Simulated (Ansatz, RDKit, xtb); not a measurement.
**C4H7F3NSi+: ranking a sample of isomers**

Which of a sample of isomers of C4H7F3NSi+ (charge +1) is the most stable in the gas at 298.15 K, and what are its properties? The sample is small against all isomers, and the most stable one of this formula need not be in it.

Plan: many cheap relaxations first (GFN2-xTB), then density-functional screening, relaxation at r2SCAN-D4/def2-SVP, vibrations (at GFN2-xTB) and a final energy. The numbers are computed, not measured.

### 1 Candidates

Isomers were taken from a list of plausible structures; this is a sample, not all of them. That gives 8 candidates.

| label | SMILES | spin |
| --- | --- | --- |
| c052 | C=[N+](C)/C=C\[Si](F)(F)F | singlet |
| c335 | [NH3+][C@]1(C(F)(F)F)C=C[SiH2]1 | singlet |
| c354 | C=[N+](C)/C=C/[Si](F)(F)F | singlet |
| c383 | FC(F)=C(F)[C@@H]1C[NH2+][SiH2]1 | singlet |
| c500 | FC(F)=C(F)[SiH]1C[NH2+]C1 | singlet |
| c533 | C#C[C@H]([NH2+]C)[Si](F)(F)F | singlet |
| c678 | C#C[Si@H]([NH2+]C)C(F)(F)F | singlet |
| c783 | CC#[N+]CC[Si](F)(F)F | singlet |

Candidates are built by distance geometry, with a force field where one applies, in up to four conformers (letters a to d).

### 2 First filter: tight binding

All 17 starts are relaxed the same way. One of them, c500a (taken from a list of plausible isomers, embedded by distance geometry and MMFF94), in full:

start.xyz

```xyz
16
c500a
C     -1.612789     2.900097     0.230176
C     -1.295556     1.703661     0.760063
C      0.622665     0.661731    -1.494144
C      0.923450    -0.434344     0.423772
F     -1.516892     3.115557    -1.133730
F     -2.050140     3.902521     0.999980
F     -1.382214     1.618895     2.111746
N      1.448796    -0.503653    -1.018049
Si    -0.674401     0.340989    -0.181872
H     -1.665943    -0.696140    -0.594201
H      1.148663     1.643250    -1.409219
H      0.285579     0.554122    -2.543866
H      1.253057    -1.395148    -1.479670
H      2.476449    -0.314541    -1.066856
H      0.868971    -1.435153     0.826453
H      1.573322     0.244339     1.057331
```

Run with:

```console
$ xtb start.xyz --gfn 2 --opt --chrg 1
```

What it wrote, cut to the lines that bear on the results:

```text
* xtb version 6.7.1
[...]
          :  # basis functions                  49          :
[...]
          :  # electrons                        52          :
[...]
          :  Hamiltonian                  GFN2-xTB          :
[...]
          :  net charge                          1          :
          :  unpaired electrons                  0          :
[...]
   *** convergence criteria satisfied after 13 iterations ***
[...]
   *** GEOMETRY OPTIMIZATION CONVERGED AFTER 55 ITERATIONS ***
[...]
   *** convergence criteria satisfied after 3 iterations ***
[...]
         ::                     SUMMARY                     ::
         :::::::::::::::::::::::::::::::::::::::::::::::::::::
         :: total energy             -30.480344802739 Eh    ::
         :: gradient norm              0.000585356463 Eh/a0 ::
         :: HOMO-LUMO gap              3.807372540755 eV    ::
         ::.................................................::
         :: SCC energy               -30.724626960907 Eh    ::
         :: -> isotropic ES            0.142631589428 Eh    ::
         :: -> anisotropic ES         -0.007814293294 Eh    ::
         :: -> anisotropic XC         -0.005206514308 Eh    ::
         :: -> dispersion             -0.010379531166 Eh    ::
         :: repulsion energy           0.244282158169 Eh    ::
         :: add. restraining           0.000000000000 Eh    ::
         :: total charge               1.000000000000 e     ::
         :::::::::::::::::::::::::::::::::::::::::::::::::::::
[...]
        26        2.0000           -0.5738694             -15.6158 (HOMO)
        27                         -0.4339511             -11.8084 (LUMO)
[...]
     #   Z          covCN         q      C6AA      α(0)
     1   6          2.569     0.317    21.660     7.608
     2   6          2.646     0.019    27.565     8.589
     3   6          3.674    -0.147    23.589     6.960
     4   6          3.674    -0.146    23.587     6.960
     5   9          0.790    -0.197    11.199     3.953
     6   9          0.787    -0.111    10.360     3.802
     7   9          0.793    -0.171    10.943     3.908
     8   7          3.712    -0.045    22.096     6.981
     9  14          3.734     0.539    96.077    18.764
    10   1          0.922     0.043     2.415     2.430
    11   1          0.925     0.102     1.770     2.081
    12   1          0.925     0.099     1.794     2.095
    13   1          0.859     0.242     0.916     1.499
    14   1          0.859     0.256     0.860     1.452
[...]
     #   Z sym  total        # sym  WBO       # sym  WBO       # sym  WBO
 ---------------------------------------------------------------------------
     1   6      3.830 --     2      1.706     6      1.047     5      0.960
     2   6      3.861 --     1      1.706     7      1.013     9      0.849
                             6      0.104
     3   6      3.871 --    12      0.977    11      0.972     8      0.961
                             9      0.844
     4   6      3.871 --    15      0.977    16      0.972     8      0.961
                             9      0.844
     5   9      1.128 --     1      0.960
     6   9      1.247 --     1      1.047     2      0.104
     7   9      1.147 --     2      1.013
     8   7      3.723 --     4      0.961     3      0.961    13      0.920
                            14      0.914
     9  14      3.480 --    10      0.868     2      0.849     4      0.844
[...]
molecular dipole:
                 x           y           z       tot (Debye)
 q only:        1.260      -0.490      -1.532
   full:        1.698      -0.324      -1.660       6.092
molecular quadrupole (traceless):
[...]
          | TOTAL ENERGY              -30.480344802739 Eh   |
          | GRADIENT NORM               0.000585356463 Eh/α |
          | HOMO-LUMO GAP               3.807372540755 eV   |
           -------------------------------------------------
[...]
```

It took 0.4 s on 4 threads of Arm Neoverse V1, shared host.

### 3 The minima found

17 of the 17 relaxations converged; 2 ended on a minimum already found. 15 distinct structures remain:

| label | start | SMILES after | spin | energy (kcal/mol) |
| --- | --- | --- | --- | --- |
| c783b | drawn | CC#[N+]CC[Si](F)(F)F | singlet | 0.0 |
| c783a | drawn | CC#[N+]CC[Si](F)(F)F | singlet | 2.3 |
| c052a | drawn | C=[N+](C)/C=C\[Si](F)(F)F | singlet | 13.4 |
| c354a | drawn | C=[N+](C)/C=C/[Si](F)(F)F | singlet | 13.8 |
| c354b | drawn | C=[N+](C)/C=C/[Si](F)(F)F | singlet | 14.6 |
| c533a | drawn | C#C[C@H]([NH2+]C)[Si](F)(F)F | singlet | 38.5 |
| c533c | drawn | C#C[C@H]([NH2+]C)[Si](F)(F)F | singlet | 38.7 |
| c533b | drawn | C#C[C@H]([NH2+]C)[Si](F)(F)F | singlet | 38.8 |
| c383c | drawn | FC(F)=C(F)[C@@H]1C[NH2+][SiH2]1 | singlet | 112.3 |
| c335a | drawn | [NH3+][C@]1(C(F)(F)F)C=C[SiH2]1 | singlet | 134.5 |
| c678c | drawn | C#C[Si@H]([NH2+]C)C(F)(F)F | singlet | 139.9 |
| c500a | drawn | FC(F)=C(F)[SiH]1C[NH2+]C1 | singlet | 140.3 |
| c678a | drawn | C#C[Si@H]([NH2+]C)C(F)(F)F | singlet | 140.4 |
| c500b | drawn | FC(F)=C(F)[SiH]1C[NH2+]C1 | singlet | 140.5 |
| c678b | drawn | C#C[Si@H]([NH2+]C)C(F)(F)F | singlet | 140.5 |

### 4 Screening with a density functional

A choice of the minima (the low ones first, few conformers of a pattern, up to a cap) and the lowest that fell apart get a single point at r2SCAN-D4/def2-SVP on the tight-binding geometry, and one at HF/STO-3G for comparison. The lowest singlets are also tried as triplets at the same geometry (label ending in t). The first, c783b:

input.yaml

```yaml
crystal:
  periodic: [false, false, false]
  atoms:
    - symbol: C
      position_ang: [-2.410185, -0.222395, -1.149648]
    - symbol: C
      position_ang: [-1.055289, -0.505957, -1.341348]
    - symbol: C
      position_ang: [1.424656, -0.983259, -1.521021]
    - symbol: C
      position_ang: [1.927485, -1.355890, -0.115785]
    - symbol: F
      position_ang: [1.796781, 1.385823, 0.642506]
    - symbol: F
      position_ang: [-0.074869, -0.056723, 1.397891]
    - symbol: F
      position_ang: [2.187802, -0.250453, 2.601284]
    - symbol: N
      position_ang: [0.059189, -0.732464, -1.517364]
    - symbol: Si
      position_ang: [1.506919, -0.062812, 1.203087]
    - symbol: H
      position_ang: [-2.557305, 0.081034, -0.108112]
    - symbol: H
      position_ang: [-2.725963, 0.593481, -1.805046]
    - symbol: H
      position_ang: [-3.022492, -1.104064, -1.355049]
    - symbol: H
      position_ang: [1.921432, -0.076023, -1.880721]
    - symbol: H
      position_ang: [1.613300, -1.793771, -2.231955]
    - symbol: H
      position_ang: [3.007551, -1.484607, -0.192007]
    - symbol: H
      position_ang: [1.523990, -2.330659, 0.163928]
basis:
  gaussian:
    orbitals: def2-SVP
scf:
  lower_state_search: "off"
total_charge: 1
hamiltonian:
  xc: {name: r2SCAN}
  dispersion: d4
```

Run with:

```console
$ ansatz run input.yaml --threads 4 --pin off --max-ram 7830MiB --events-out events.jsonl --progress --plain --runs-dir runs
```

What it wrote, cut to the lines that bear on the results:

```text
Warning: RAYON_NUM_THREADS=4 ignored (pool sized by the plan → 4); use --threads N
Functional definition: r2SCAN
  name "r2SCAN"
[...]
1850 factors; their error is unknown
[...]
mean field -21757.35916358 eV, -799.5682015940 hartree, gradient 6.0e-6 eV, S^2 0.000000; 0 other end points of the search recorded, 0 dependent functions left out
reference -21757.35917475 eV, -799.5682020042 hartree; 39, 39 occupied and 126, 126 virtual orbitals, 1850 factors
Total energy: -21757.45978554 eV, -799.5718993825 hartree
Checks for a lower state left out: stability, starts, cluster_reference, orbital_swaps, neighbouring_geometries, increment
```

Run time: 2.7 s. Hardware: 4 threads of Arm Neoverse V1, shared host; peak memory 0.23 GiB.

Relative energies in kcal/mol, each column from its lowest structure that stays in one piece:

| label | SMILES | spin | GFN2-xTB | HF/STO-3G | r2SCAN-D4/def2-SVP |
| --- | --- | --- | --- | --- | --- |
| c783b | CC#[N+]CC[Si](F)(F)F | singlet | 0.0 | 1.8 | 0.0 |
| c783a | CC#[N+]CC[Si](F)(F)F | singlet | 2.3 | 0.0 | 2.3 |
| c354a | C=[N+](C)/C=C/[Si](F)(F)F | singlet | 13.8 | 16.1 | 12.8 |
| c052a | C=[N+](C)/C=C\[Si](F)(F)F | singlet | 13.4 | 20.2 | 15.0 |
| c354b | C=[N+](C)/C=C/[Si](F)(F)F | singlet | 14.6 | 16.9 | 15.5 |
| c354at | C=[N+](C)/C=C/[Si](F)(F)F | triplet | – | – | 81.9 |
| c783bt | CC#[N+]CC[Si](F)(F)F | triplet | – | – | 142.4 |

### 5 Relaxing the best candidates

3 candidates are relaxed at r2SCAN-D4/def2-SVP (chosen among the lowest in one piece, one conformer a pattern). The first, c783b:

input.yaml

```yaml
crystal:
  periodic: [false, false, false]
  atoms:
    - {symbol: C, position_ang: [-2.410185, -0.222395, -1.149648]}
    - {symbol: C, position_ang: [-1.055289, -0.505957, -1.341348]}
    - {symbol: C, position_ang: [1.424656, -0.983259, -1.521021]}
    - {symbol: C, position_ang: [1.927485, -1.355890, -0.115785]}
    - {symbol: F, position_ang: [1.796781, 1.385823, 0.642506]}
    - {symbol: F, position_ang: [-0.074869, -0.056723, 1.397891]}
    - {symbol: F, position_ang: [2.187802, -0.250453, 2.601284]}
    - {symbol: N, position_ang: [0.059189, -0.732464, -1.517364]}
    - {symbol: Si, position_ang: [1.506919, -0.062812, 1.203087]}
    - {symbol: H, position_ang: [-2.557305, 0.081034, -0.108112]}
    - {symbol: H, position_ang: [-2.725963, 0.593481, -1.805046]}
    - {symbol: H, position_ang: [-3.022492, -1.104064, -1.355049]}
    - {symbol: H, position_ang: [1.921432, -0.076023, -1.880721]}
    - {symbol: H, position_ang: [1.613300, -1.793771, -2.231955]}
    - {symbol: H, position_ang: [3.007551, -1.484607, -0.192007]}
    - {symbol: H, position_ang: [1.523990, -2.330659, 0.163928]}
basis:
  gaussian: {orbitals: def2-SVP}
total_charge: 1
hamiltonian: {xc: r2scan, dispersion: d4}
scf: {lower_state_search: off}
relax: {f_tol: 0.006}
```

Run with:

```console
$ ansatz run input.yaml --threads 4 --pin off --max-ram 7830MiB --events-out events.jsonl --progress --plain --runs-dir runs
```

What it wrote, cut to the lines that bear on the results:

```text
Warning: RAYON_NUM_THREADS=4 ignored (pool sized by the plan → 4); use --threads N
[...]
[... 2 set-up lines as earlier in the session ...]
[...]
1850 factors; their error is unknown
[...]
mean field -21757.35916293 eV, -799.5682015700 hartree, gradient 2.7e-6 eV, S^2 0.000000; 0 other end points of the search recorded, 0 dependent functions left out
[...]
reference -21757.35917409 eV, -799.5682019802 hartree; 39, 39 occupied and 126, 126 virtual orbitals, 1850 factors
relax step   1: F+E_penalty+E_count = -21757.45977372 eV  Δ(F+E_penalty+E_count) = +0.000e0 eV  max|allowed force component| = 1.146e0 eV/Å  Δτ_max = 0.0000 Å  (20 SCF iters, accepted)
[...]
relax step   4: F+E_penalty+E_count = -21757.59836839 eV  Δ(F+E_penalty+E_count) = -1.828e-3 eV  max|allowed force component| = 2.794e-1 eV/Å  Δτ_max = 0.0168 Å  (22 SCF iters, accepted)
[...]
Atom 7 at     0.037366    -0.752627    -1.522871 Å, force     0.001437     0.000597    -0.000824 eV/Å
Atom 8 at     1.507313    -0.041563     1.175663 Å, force     0.000225     0.002528     0.000722 eV/Å
Atom 9 at    -2.583131     0.043054    -0.074649 Å, force     0.000233    -0.000312    -0.001028 eV/Å
Atom 10 at    -2.775371     0.615084    -1.773961 Å, force     0.000395    -0.001141     0.000759 eV/Å
Atom 11 at    -3.082751    -1.113866    -1.366858 Å, force     0.000650     0.000868     0.000466 eV/Å
Atom 12 at     1.920600    -0.078449    -1.916452 Å, force     0.000336    -0.000304     0.000660 eV/Å
Atom 13 at     1.642908    -1.810907    -2.227843 Å, force     0.000177    -0.000093     0.000083 eV/Å
Atom 14 at     3.042973    -1.414670    -0.153603 Å, force     0.000378    -0.000008     0.001143 eV/Å
Atom 15 at     1.569383    -2.308984     0.218938 Å, force    -0.000178    -0.000366    -0.001402 eV/Å
Dipole moment:    -1.035503    -0.592652    -1.496491 e Å
Checks for a lower state left out: stability, starts, cluster_reference, orbital_swaps, neighbouring_geometries, increment
```

Wall time 38 s (4 threads of Arm Neoverse V1, shared host); peak memory 0.24 GiB.

Energy change by step (eV): 0.0000, -0.1071, -0.1368, -0.1386, -0.1395, -0.1402, -0.1406, -0.1408, -0.1408, -0.1409, -0.1409, -0.1409.

After the run. Bond lengths: C1–C2 1.433 Å, C3–C4 1.534 Å, C2–N8 1.154 Å, C3–N8 1.434 Å, C4–Si9 1.859 Å, F5–Si9 1.598 Å, F6–Si9 1.615 Å, F7–Si9 1.588 Å, C1–H10 1.104 Å, C1–H11 1.102 Å, C1–H12 1.102 Å, C3–H13 1.103 Å, C3–H14 1.102 Å, C4–H15 1.104 Å, C4–H16 1.103 Å. Some angles: C1–C2–N8 178.8°, C3–C4–Si9 114.2°, C4–C3–N8 111.0°, C2–N8–C3 171.5°, C4–Si9–F5 109.3°, C4–Si9–F6 107.7°, C4–Si9–F7 112.3°, F5–Si9–F6 106.5°, F5–Si9–F7 111.4°, F6–Si9–F7 109.4°.

### 6 Ranking at r2SCAN-D4/def2-SVP

| label | spin | r2SCAN-D4/def2-SVP (kcal/mol) | r2SCAN-D4/def2-SVP, relaxed (kcal/mol) | time |
| --- | --- | --- | --- | --- |
| c783b | singlet | 0.0 | 0.0 | 38 s |
| c354a | singlet | 12.8 | 13.4 | 25 s |
| c052a | singlet | 15.0 | 15.3 | 33 s |

c783b: Bond lengths: C1–C2 1.433 Å, C3–C4 1.534 Å, C2–N8 1.154 Å, C3–N8 1.434 Å, C4–Si9 1.859 Å, F5–Si9 1.598 Å, F6–Si9 1.615 Å, F7–Si9 1.588 Å, C1–H10 1.104 Å, C1–H11 1.102 Å, C1–H12 1.102 Å, C3–H13 1.103 Å, C3–H14 1.102 Å, C4–H15 1.104 Å, C4–H16 1.103 Å. Some angles: C1–C2–N8 178.8°, C3–C4–Si9 114.2°, C4–C3–N8 111.0°, C2–N8–C3 171.5°, C4–Si9–F5 109.3°, C4–Si9–F6 107.7°, C4–Si9–F7 112.3°, F5–Si9–F6 106.5°, F5–Si9–F7 111.4°, F6–Si9–F7 109.4°.

c354a: Bond lengths: C3–C4 1.341 Å, C1–N8 1.292 Å, C2–N8 1.473 Å, C3–N8 1.431 Å, C4–Si9 1.862 Å, F5–Si9 1.590 Å, F6–Si9 1.597 Å, F7–Si9 1.590 Å, C1–H10 1.093 Å, C1–H11 1.095 Å, C2–H12 1.095 Å, C2–H13 1.099 Å, C2–H14 1.099 Å, C3–H15 1.095 Å, C4–H16 1.096 Å. Some angles: C3–C4–Si9 118.9°, C4–C3–N8 124.3°, C1–N8–C2 121.1°, C1–N8–C3 120.0°, C2–N8–C3 119.0°, C4–Si9–F5 109.7°, C4–Si9–F6 106.2°, C4–Si9–F7 109.7°, F5–Si9–F6 110.5°, F5–Si9–F7 110.2°.

c052a: Bond lengths: C3–C4 1.340 Å, C1–N8 1.288 Å, C2–N8 1.473 Å, C3–N8 1.442 Å, C4–Si9 1.859 Å, F5–Si9 1.598 Å, F6–Si9 1.584 Å, F7–Si9 1.605 Å, C1–H10 1.095 Å, C1–H11 1.096 Å, C2–H12 1.100 Å, C2–H13 1.099 Å, C2–H14 1.096 Å, C3–H15 1.096 Å, C4–H16 1.099 Å. Some angles: C3–C4–Si9 128.2°, C4–C3–N8 123.5°, C1–N8–C2 122.5°, C1–N8–C3 122.2°, C2–N8–C3 115.3°, C4–Si9–F5 109.1°, C4–Si9–F6 110.2°, C4–Si9–F7 108.1°, F5–Si9–F6 111.4°, F5–Si9–F7 106.7°.

### 7 Vibrations and thermal terms

The lowest few in one piece go on as finalists. In this search the thermal terms come from GFN2-xTB at its own nearest minimum. The first, c783b:

start.xyz

```xyz
16
c783b
C     -2.466116    -0.229919    -1.137502
C     -1.082538    -0.525550    -1.362105
C      1.451599    -0.992664    -1.514980
C      1.944605    -1.321551    -0.099898
F      1.993974     1.394193     0.670416
F     -0.103872     0.026840     1.271612
F      2.106059    -0.387160     2.604734
N      0.037366    -0.752627    -1.522871
Si     1.507313    -0.041563     1.175663
H     -2.583131     0.043054    -0.074649
H     -2.775371     0.615084    -1.773961
H     -3.082751    -1.113866    -1.366858
H      1.920600    -0.078449    -1.916452
H      1.642908    -1.810907    -2.227843
H      3.042973    -1.414670    -0.153603
H      1.569383    -2.308984     0.218938
```

Run with:

```console
$ xtb start.xyz --gfn 2 --ohess tight --chrg 1
```

What it wrote, cut to the lines that bear on the results:

```text
* xtb version 6.7.1
[...]
          :  # basis functions                  49          :
[...]
          :  # electrons                        52          :
[...]
          :  Hamiltonian                  GFN2-xTB          :
[...]
          :  net charge                          1          :
          :  unpaired electrons                  0          :
[...]
   *** convergence criteria satisfied after 13 iterations ***
[...]
   *** GEOMETRY OPTIMIZATION CONVERGED AFTER 19 ITERATIONS ***
[...]
   *** convergence criteria satisfied after 3 iterations ***
[...]
         ::                     SUMMARY                     ::
         :::::::::::::::::::::::::::::::::::::::::::::::::::::
         :: total energy             -30.703920647250 Eh    ::
         :: gradient norm              0.000270394742 Eh/a0 ::
         :: HOMO-LUMO gap              4.292328398070 eV    ::
         ::.................................................::
         :: SCC energy               -31.037046950441 Eh    ::
         :: -> isotropic ES            0.145338971989 Eh    ::
         :: -> anisotropic ES         -0.017483903837 Eh    ::
         :: -> anisotropic XC          0.017887178325 Eh    ::
         :: -> dispersion             -0.010270849798 Eh    ::
         :: repulsion energy           0.333126303192 Eh    ::
         :: add. restraining           0.000000000000 Eh    ::
         :: total charge               1.000000000000 e     ::
         :::::::::::::::::::::::::::::::::::::::::::::::::::::
[...]
        26        2.0000           -0.6047157             -16.4552 (HOMO)
        27                         -0.4469751             -12.1628 (LUMO)
[...]
molecular dipole:
                 x           y           z       tot (Debye)
 q only:       -0.706      -1.566      -2.504
   full:       -0.667      -1.721      -2.621       8.148
molecular quadrupole (traceless):
[...]
          | TOTAL ENERGY              -30.703920647266 Eh   |
          | TOTAL ENTHALPY            -30.582167353293 Eh   |
          | TOTAL FREE ENERGY         -30.632950231659 Eh   |
          | GRADIENT NORM               0.000270586138 Eh/α |
[...]
```

Run time: 0.34 s. Hardware: 4 threads of Arm Neoverse V1, shared host.

### 8 Zero-point energy and free-energy terms

As xtb prints them, at 298.15 K, with its own treatment of low modes:

| label | SMILES | spin | lowest mode (cm⁻¹) | zero-point (kcal/mol) | G − E (kcal/mol) |
| --- | --- | --- | --- | --- | --- |
| c783b | CC#[N+]CC[Si](F)(F)F | singlet | 20 | 68.5 | 44.5 |
| c354a | C=[N+](C)/C=C/[Si](F)(F)F | singlet | 20 | 69.4 | 46.0 |
| c052a | C=[N+](C)/C=C\[Si](F)(F)F | singlet | 40 | 69.3 | 46.1 |

### 9 The final energy

Single points at CCSD(T)/def2-SVP + MP2/def2-TZVPP - MP2/def2-SVP on the refined geometries decide the order.

c783b, CCSD(T)/def2-SVP:

input.yaml

```yaml
crystal:
  periodic: [false, false, false]
  atoms:
    - {symbol: C, position_ang: [-2.466116, -0.229919, -1.137502]}
    - {symbol: C, position_ang: [-1.082538, -0.525550, -1.362105]}
    - {symbol: C, position_ang: [1.451599, -0.992664, -1.514980]}
    - {symbol: C, position_ang: [1.944605, -1.321551, -0.099898]}
    - {symbol: F, position_ang: [1.993974, 1.394193, 0.670416]}
    - {symbol: F, position_ang: [-0.103872, 0.026840, 1.271612]}
    - {symbol: F, position_ang: [2.106059, -0.387160, 2.604734]}
    - {symbol: N, position_ang: [0.037366, -0.752627, -1.522871]}
    - {symbol: Si, position_ang: [1.507313, -0.041563, 1.175663]}
    - {symbol: H, position_ang: [-2.583131, 0.043054, -0.074649]}
    - {symbol: H, position_ang: [-2.775371, 0.615084, -1.773961]}
    - {symbol: H, position_ang: [-3.082751, -1.113866, -1.366858]}
    - {symbol: H, position_ang: [1.920600, -0.078449, -1.916452]}
    - {symbol: H, position_ang: [1.642908, -1.810907, -2.227843]}
    - {symbol: H, position_ang: [3.042973, -1.414670, -0.153603]}
    - {symbol: H, position_ang: [1.569383, -2.308984, 0.218938]}
basis:
  gaussian:
    orbitals: def2-SVP
total_charge: 1
correlation:
  method: ccsd_t
  frozen_orbitals: {Si: 5, H: 0, C: 1, F: 1, "N": 1}
```

Run with:

```console
$ ansatz run input.yaml --threads 4 --pin off --max-ram 7830MiB --events-out events.jsonl --progress --plain --runs-dir runs
```

What it wrote, cut to the lines that bear on the results:

```text
Warning: RAYON_NUM_THREADS=4 ignored (pool sized by the plan → 4); use --threads N
Functional definition: HF
  name "HF"
[...]
1642 factors; integrals over basis functions are off by at most 1.3e-3 eV
[...]
mean field -21679.52794231 eV, -796.7079569680 hartree, gradient 1.3e-6 eV, S^2 0.000000; 0 other end points of the search recorded, 0 dependent functions left out
13 core orbitals not correlated: weight in the atoms' cores, before any rotation towards them, 1.000 or more for the frozen orbitals, at most 0.000 for the correlated occupied ones
reference -21679.52794231 eV, -796.7079569680 hartree; 26, 26 occupied and 126, 126 virtual orbitals, 1642 factors
second order -36.40472951 eV of doubles, -0.00000000 eV of singles
cycle   1  -36.67085645 eV  change   -2.7e-1 eV  update   1.4e-1
[...]
cycle   8  -37.77991105 eV  change    1.1e-5 eV  update   5.3e-5
perturbative correction -1.01068736 eV, -0.0371420754 hartree
Total energy: -21718.31854072 eV, -798.1334851664 hartree
```

Run time: 89 s. Hardware: 4 threads of Arm Neoverse V1, shared host; peak memory 2 GiB.

(Part 1 of 2 ends here.)
